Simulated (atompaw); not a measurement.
# Pseudopotential generation for platinum: PAW (atompaw), LDA (PW92)

Aim: build the potential from the settings below, then test how well it stands in for the atom: scattering, ghost states and the plane-wave cutoff that it needs.

Method: atompaw 4.2.0.5, LDA (PW92), scalar-relativistic.

## (1) The atom and the settings

Typed settings, in words:

| Property | Result |
| --- | --- |
| element | platinum (Pt, Z = 78) |
| type | PAW |
| frozen core | [Xe] 4f14 |
| valence charge | 10 |
| reference configuration | 5d9 6s0.75 6p0 (charge +0.25) |
| partial waves | 6s (bound): rc 2.20 bohr; 6s channel at 1.7 Ry: rc 2.20 bohr; 6p (bound, empty): rc 3.00 bohr; 6p channel at 1.05 Ry: rc 3.00 bohr; 5d (bound): rc 3.00 bohr; 5d channel at 4.6 Ry: rc 3.00 bohr |
| local potential | troulliermartins scheme with l = 3 at -0.5 Ry, radius 2.25 bohr |
| core correction | smooth core density matched at 1.80 bohr |
| augmentation charge | gaussian compensation charge, radius 2.30 bohr; PAW radius 3.00 bohr; waves and projectors: custom rrkj vanderbiltortho |

## (2) The generation run

Input file Pt.input:

```
Pt 78
LDA-PW scalarrelativistic loggrid 2001 logderivrange -3 5 201
6 6 5 4 0 0
6 0 0.75
6 1 0
5 2 9
0 0 0
c
c
c
c
c
v
c
c
c
c
v
c
c
v
c
2
3.00 2.30 2.25 1.80
y
1.7
n
y
1.05
n
y
4.6
n
custom rrkj vanderbiltortho gaussian
3 -0.5 troulliermartins
2.20
2.20
3.00
3.00
3.00
3.00
PWSCFOUT
UPFDX 0.0125d0 UPFXMIN -7.d0 UPFZMESH 78.d0
END
```

The run is started by

```bash
$ atompaw < Pt.input > Pt.log
```

What does the calculation give? Wanted: cutoffs for 10 and 1 mRy, occupied levels; bound ghosts; largest phase difference near zero energy, channels read; lowest eigenvalue of the overlap; share of valence orbitals outside the PAW sphere; UPF file.

**Answer**, as computed:

| quantity | value |
| --- | --- |
| cutoffs for 10 and 1 mRy, occupied levels | 12 Ry and 18 Ry |
| bound ghosts | none found |
| largest phase difference near zero energy, channels read | 0.068 rad |
| lowest eigenvalue of the overlap (Bessel basis) | 0.415 (p) |
| share of valence orbitals outside the PAW sphere | 6s 38 %, 6p 76 %, 5d 6 % |
| UPF file | written |

What this shows: By its cutoff, 12 Ry for the looser tolerance, it is soft on the atom at that tolerance. The slowest occupied level is 5d: taken alone it needs 12 Ry to come within 1 mRy, against 8 Ry for 6s. The Bessel-basis test finds no level below the valence levels. Near zero energy the largest phase difference among the channels read is 0.07 rad, in the d channel. All of this concerns the isolated atom, not yet a solid.
